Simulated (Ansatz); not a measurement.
# AlH5OSe: the cost of one run

The runs use Ansatz 0.2.0, Gaussian basis; PBE0-D4/def2-SVP.

22 further runs of the same task are left out: 22 set aside as unsound or not needed. Runs told in other sessions of the task aren't counted.

### 1 Starting geometry

The first end: 8 atoms, charge 0, spin multiplicity 1.

Atoms are counted from 1 here; the program's logs count them from 0.

Bond lengths: Al1–O2 1.718 Å, Al1–H3 1.595 Å, Al1–H4 1.588 Å, Al1–Se6 2.723 Å, O2–H7 0.955 Å, H5–Se6 1.469 Å, Se6–H8 1.469 Å. Angles: O2–Al1–H3 118.5°, O2–Al1–H4 115.4°, O2–Al1–Se6 99.9°, H3–Al1–H4 122.2°, H3–Al1–Se6 96.7°, H4–Al1–Se6 93.3°, Al1–O2–H7 121.2°, Al1–Se6–H5 96.3°, Al1–Se6–H8 92.1°, H5–Se6–H8 91.5°.

Geometry (Å):

```xyz
8
charge 0, multiplicity 1
Al   -0.3513    0.8658   -0.5160
O     1.2329    0.4469   -1.0310
H    -1.5915    0.3711   -1.3881
H    -0.4428    2.1260    0.4462
H    -0.2586   -2.1007    0.7664
Se   -0.6678   -0.9108    1.5237
H     1.3739   -0.1047   -1.7981
H     0.7054   -0.6936    1.9970
```

The second end:

```xyz
8

Al   -0.5753    0.6606   -0.0805
O     1.0629   -0.1941   -0.8714
H    -1.5295    0.5892   -1.3515
H    -0.0482    2.0212    0.5316
H     1.0955   -1.0274   -0.3675
Se   -0.9072   -1.1387    1.4524
H     0.9980   -0.4138   -1.8082
H    -0.0961   -0.4971    2.4952
```

### 2 The band at PBE0-D4/def2-SVP

neb/in.yaml reads:

```yaml
crystal:
  periodic: [false, false, false]
  atoms:
    - {symbol: Al, position_ang: [-0.351333, 0.865753, -0.516016]}
    - {symbol: O, position_ang: [1.232883, 0.446871, -1.031032]}
    - {symbol: H, position_ang: [-1.591503, 0.371088, -1.388064]}
    - {symbol: H, position_ang: [-0.442806, 2.126008, 0.446207]}
    - {symbol: H, position_ang: [-0.258629, -2.100715, 0.766375]}
    - {symbol: Se, position_ang: [-0.667784, -0.910814, 1.523698]}
    - {symbol: H, position_ang: [1.373863, -0.104672, -1.798130]}
    - {symbol: H, position_ang: [0.705410, -0.693619, 1.996960]}
basis:
  gaussian: {orbitals: def2-SVP}
hamiltonian: {xc: pbe0, dispersion: d4}
neb:
  images: 5
  climbing: true
  max_iterations: 40
  initial_path: idpp
  final_atoms:
    - {symbol: Al, position_ang: [-0.575314, 0.660589, -0.080500]}
    - {symbol: O, position_ang: [1.062934, -0.194142, -0.871419]}
    - {symbol: H, position_ang: [-1.529542, 0.589201, -1.351482]}
    - {symbol: H, position_ang: [-0.048215, 2.021197, 0.531648]}
    - {symbol: H, position_ang: [1.095538, -1.027385, -0.367527]}
    - {symbol: Se, position_ang: [-0.907210, -1.138691, 1.452361]}
    - {symbol: H, position_ang: [0.998015, -0.413772, -1.808250]}
    - {symbol: H, position_ang: [-0.096106, -0.497097, 2.495168]}
```

Started as:

```console
ansatz run in.yaml --threads 4 --pin off --events-out ev --progress --plain --max-ram 9574MiB
```

**Question.** How long does this run take on 4 threads of Intel Xeon 6975P-C, shared host?

About 67 s.
